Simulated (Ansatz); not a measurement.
# BaRe (CsCl type): other levels of theory at one geometry

One table from this session's results is given with a row withheld; the runs are named, their logs left out.

Program: Ansatz 0.2.0. Level of theory: DFT at several levels, plane waves, PAW. These are calculated values, not measurements.

1 further run of the same task is left out (set aside as unsound or not needed). Runs told in other sessions of the task aren't counted.

### Starting point

The structure is cubic, space group Pm-3m (No. 221). Conventional cell: a = 3.723 Å, b = 3.723 Å, c = 3.723 Å, α = 90.00°, β = 90.00°, γ = 90.00°. Ba (site symmetry m-3m) has 8 Re at 3.22 Å in its first shell of neighbours. Re (site symmetry m-3m) is surrounded by 8 Ba at 3.22 Å.

Coordinates:

```
Ba Re
1.0
     3.72334    0.00000    0.00000
     0.00000    3.72334    0.00000
     0.00000    0.00000    3.72334
Ba Re
1 1
Direct
  0.00000 0.00000 0.00000
  0.50000 0.50000 0.50000
```

An earlier run at PBE left this cell at 25.809 Å³/atom and -0.02 GPa (8×8×8 mesh), metallic.

Levels to run: PBE+SOC; r²SCAN; PBEsol; LDA. Hardware: 2 threads of Arm Neoverse V2, shared host.

The first run:

Contents of input.yaml:

```yaml
crystal:
  lattice:
    - [3.7233438108, 0.0, 0.0]
    - [0.0, 3.7233438108, 0.0]
    - [0.0, 0.0, 3.7233438108]
  atoms:
    - { symbol: Ba, position: [0.0, 0.0, 0.0] }
    - { symbol: Re, position: [0.5, 0.5, 0.5] }
basis:
  ecutwfc: 420
  ecutrho_ratio: 4
kpoints:
  mp_grid: { grid: [8, 8, 8] }
hamiltonian:
  xc: pbe
scf:
  occupations: { method: gaussian, width: 0.05 }
output:
  forces: true
  stress: true
  eigenvalues: true
  populations: true
  dos: { projected: true, de: 0.02 }
  write_density: true
  write_potential: true
  elf: true
  volumetric_format: npy
magnetization:
  noncollinear: true
  spin_orbit: true
```

Launch:

```bash
$ ansatz run input.yaml --threads 2 --pin off --max-ram 2662MiB --backend cpu --events-out ev --progress --plain --runs-dir out
```

Among the steps run: PBE+SOC; r²SCAN; PBEsol; LDA.

One of the session's tables, all rows but one given; the rest of the session is left out.

| level | pressure (GPa) |
| --- | --- |
| PBE | 0.0 |
| LDA | -5.9 |
| PBEsol | -4.1 |
| PBE+SOC | 1.1 |
| r²SCAN | ? |

Q: Estimate the row for r²SCAN from the others.

**Answer.** pressure (GPa): -0.4. In the column «pressure (GPa)» it lies between PBEsol (-4.1) and PBE (0.0).

The pressure runs from -5.9 GPa (LDA) to 1.1 GPa (PBE+SOC); a negative pressure means that level wants a smaller cell, a positive one a larger cell. Total energies of different levels have different zeros and can't be compared.
